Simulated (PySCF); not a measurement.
# Er(SH)3: other functionals and bases at one geometry

One table from this session's results is given with a row withheld; the runs are named, their logs left out.

Computed with PySCF 2.14.0. Level: several levels, as the steps say, no spin–orbit coupling.

5 further runs of the same task are left out: 2 for a known fault of the program, 3 that didn't finish.

### The system as given

7 atoms, charge 0, spin multiplicity 1.

Bond lengths: Er1–S2 2.570 Å, Er1–S4 2.570 Å, Er1–S6 2.570 Å, S2–H3 1.358 Å, S4–H5 1.358 Å, S6–H7 1.358 Å. Angles: S2–Er1–S4 120.0°, S2–Er1–S6 120.0°, S4–Er1–S6 120.0°, Er1–S2–H3 94.3°, Er1–S4–H5 94.3°, Er1–S6–H7 94.3°.

Coordinates:

```mol
ErH3S3
  3D, bonds by distance, orders not assigned

  7  6  0  0  0  0  0  0  0  0999 V2000
    0.0000    0.0000    0.8915 Er  0  0
    2.5331    0.4304    0.9157 S   0  0
    2.8613   -0.8869    0.9041 H   0  0
   -1.6393    1.9786    0.9157 S   0  0
   -0.6626    2.9214    0.9041 H   0  0
   -0.8938   -2.4090    0.9157 S   0  0
   -2.1987   -2.0345    0.9041 H   0  0
  1  2  8  0
  1  4  8  0
  1  6  8  0
  2  3  8  0
  4  5  8  0
  6  7  8  0
M  END
```

Formal oxidation states: Er +3. Each metal's 11 4f electrons lie in its core potential, so multiplicities, spins and levels count the valence alone. An earlier session relaxed this geometry at B3LYP, Er lcecp-1-SVP with ECP57, S def2-SVP, H def2-SVP (singlet, point group C3).

At B3LYP on the finer grid: E = -1234.474310 Eh, HOMO -7.17 eV, LUMO -2.75 eV, Mulliken charge on Er1 +0.74 e, largest force component 0.006 eV/Å. 

Levels to run: wB97X; r2SCAN; BLYP; CAM-B3LYP. Hardware: 2 threads of Intel Xeon Platinum 8259CL at 2.50GHz (Skylake/Cascade Lake), shared host.

Set-up of the first run:

Input file run.py (the lines that set the calculation):

```python
mol = gto.M(atom='''
Er     0.00000     0.00000     0.89155
S      2.53314     0.43042     0.91566
H      2.86132    -0.88686     0.90409
S     -1.63932     1.97855     0.91566
H     -0.66261     2.92141     0.90409
S     -0.89381    -2.40897     0.91566
H     -2.19871    -2.03455     0.90409''',
    basis={'Er': 'lcecp-1-SVP', 'S': 'def2-SVP', 'H': 'def2-SVP'},
    ecp={'Er': 'lcecp-1-SVP'},
    charge=0, spin=0)
mf = dft.RKS(mol, xc='WB97X')
mf.grids.atom_grid = (75, 302)  # f atoms: unpruned, at least (60, 302)
mf = mf.density_fit()  # fitting sets: Er AutoAux, S def2-universal-JKFIT, H def2-universal-JKFIT
mf.conv_tol = 1e-08; mf.max_cycle = 55
mf.kernel(dm0)  # dm0: the density of the relaxed state
```

Command:

```console
OMP_NUM_THREADS=2 python run.py
```

Steps of the session up to this table: wB97X; r2SCAN; BLYP; CAM-B3LYP.

One table of the session follows, with a row left open; its other results are not shown here.

```
               level  HOMO (eV)  gap (eV)  charge on Er1 (e)  dipole (D)  largest force component (eV/Å)
B3LYP (relaxed here)      -7.17      4.42               0.74        0.16                            0.01
               wB97X          ?         ?                  ?           ?                               ?
              r2SCAN      -6.60      3.71               0.83        0.17                            0.11
                BLYP      -6.04      2.92               0.60        0.15                            0.28
           CAM-B3LYP      -8.72      7.05               0.77        0.16                            0.17
```

Q: Estimate the row for wB97X from the others.

As computed: HOMO (eV): -9.84; gap (eV): 9.07; charge on Er1 (e): 0.84; dipole (D): 0.17; largest force component (eV/Å): 0.25. In the column «HOMO (eV)» it is the lowest.

In one basis the HOMO–LUMO gap runs from 2.92 eV (BLYP) to 9.07 eV (wB97X). The largest leftover force, 0.28 eV/Å with BLYP, stands at a geometry relaxed at another level. With 4f in the core, its levels are missing from HOMO and gap, and its count is fixed, so no charge can pass from the ligands into it. Total energies of different levels can't be compared.
